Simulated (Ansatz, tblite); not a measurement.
# The cluster Au₄F₃: a ladder of methods and basis sets

How do method and basis change the picture of the cluster Au₄F₃ (doublet)?

Program: Ansatz 0.2.0, Gaussian basis. Level of theory: as each input shows. These are calculated values, not measurements.

Levels to be run: GFN1-xTB, GFN2-xTB, PBE-D4/def2-TZVP, r2SCAN-D4/def2-TZVP, HF/def2-TZVP, r2SCAN0-D4/def2-TZVP, B2PLYP/def2-TZVP, PBE-D4/def2-SVP, PBE0-D4/def2-SVP, MP2/def2-TZVP, RPA/def2-TZVP.

3 further runs of the same task are left out: 3 set aside as unsound or not needed. Runs told in other sessions of the task aren't counted.

## 1. The relaxed structure

The doublet was relaxed beforehand with PBE-D4/def2-SVP. At that level it is the lowest of the isomers that a small search found.

7 atoms, charge 0, spin multiplicity 2.

Bond lengths: Au1–Au2 2.760 Å, Au1–F5 2.066 Å, Au1–F6 2.009 Å, Au2–Au3 2.588 Å, Au3–Au4 2.759 Å, Au4–F5 2.066 Å, Au4–F7 2.009 Å. Angles: Au2–Au1–F5 119.5°, Au2–Au1–F6 57.6°, F5–Au1–F6 177.1°, Au1–Au2–Au3 97.4°, Au2–Au3–Au4 97.5°, Au3–Au4–F5 119.5°, Au3–Au4–F7 57.6°, F5–Au4–F7 177.1°, Au1–F5–Au4 106.2°.

Au takes a core potential in the def2 sets. No spin-orbit coupling is included.

PBE0-D4/def2-TZVP was run before; its log isn't repeated, and its numbers join the tables.

## 2. GFN1-xTB

Tight binding, by tblite at 300 K electronic temperature and without a spin-polarisation term:

```python
tblite.interface.Calculator('GFN1-xTB', numbers, positions, charge=0, uhf=1).singlepoint()
```

Energy -849.6463 eV; 0.012 s.

## 3. GFN2-xTB

Tight binding, by tblite at 300 K electronic temperature and without a spin-polarisation term:

```python
tblite.interface.Calculator('GFN2-xTB', numbers, positions, charge=0, uhf=1).singlepoint()
```

Energy -809.1035 eV; 0.011 s.

## 4. PBE-D4/def2-TZVP

start.molden holds the orbitals of an earlier run on this state, given as this run's starting guess.

in.yaml

```yaml
crystal:
  periodic: [false, false, false]
  atoms:
    - {symbol: Au, position_ang: [1.066493, -0.824778, -1.362246]}
    - {symbol: Au, position_ang: [0.149070, 1.776587, -1.268757]}
    - {symbol: Au, position_ang: [-1.107756, 1.607065, 0.987364]}
    - {symbol: Au, position_ang: [-0.538206, -1.040439, 1.517102]}
    - {symbol: F, position_ang: [0.601170, -2.122368, 0.176144]}
    - {symbol: F, position_ang: [1.466514, 0.510629, -2.809382]}
    - {symbol: F, position_ang: [-1.637286, 0.093314, 2.759773]}
basis:
  gaussian: {orbitals: def2-TZVP, initial_orbitals: start.molden}
magnetization: {spin_polarized: true, initial_magnetization: 1}
hamiltonian: {xc: pbe, dispersion: d4}
scf: {omitted_lower_state_checks: [starts]}
output: {forces: true, orbitals: {seedname: orbitals}}
```

Command:

```sh
$ ansatz run in.yaml --threads 4 --pin off --events-out ev --progress --plain --max-ram 4787MiB
```

The runs that follow: r2SCAN-D4/def2-TZVP; HF/def2-TZVP; r2SCAN0-D4/def2-TZVP; B2PLYP/def2-TZVP; PBE-D4/def2-SVP; PBE0-D4/def2-SVP; MP2/def2-TZVP; RPA/def2-TZVP.

Q: Predict the results of all the runs planned. Wanted: gap in def2-TZVP, named functionals and Hartree-Fock, smallest and largest; correlation energy, MP2/def2-TZVP; binding an atom, functionals in def2-TZVP; ⟨S²⟩ in def2-TZVP, named functionals and Hartree-Fock, smallest and largest; PBE0 total energy, smallest basis above largest.

The runs gave:

```
                                                                   quantity                                  value
 gap in def2-TZVP, named functionals and Hartree-Fock, smallest and largest         0.34 eV (PBE-D4), 7.43 eV (HF)
                                          correlation energy, MP2/def2-TZVP                              -67.24 eV
                                  binding an atom, functionals in def2-TZVP  1.97 (r2SCAN0-D4) to 2.25 eV (PBE-D4)
⟨S²⟩ in def2-TZVP, named functionals and Hartree-Fock, smallest and largest                           0.753, 0.801
                            PBE0 total energy, smallest basis above largest         10.87 eV (def2-SVP, def2-TZVP)
```

What this shows: Orbital gaps of the named functionals and Hartree-Fock in def2-TZVP span 0.34 eV (PBE-D4) to 7.43 eV (HF); exact exchange widens it. Over the named functionals and Hartree-Fock in def2-TZVP spin contamination reaches 0.05 (HF), which is small.
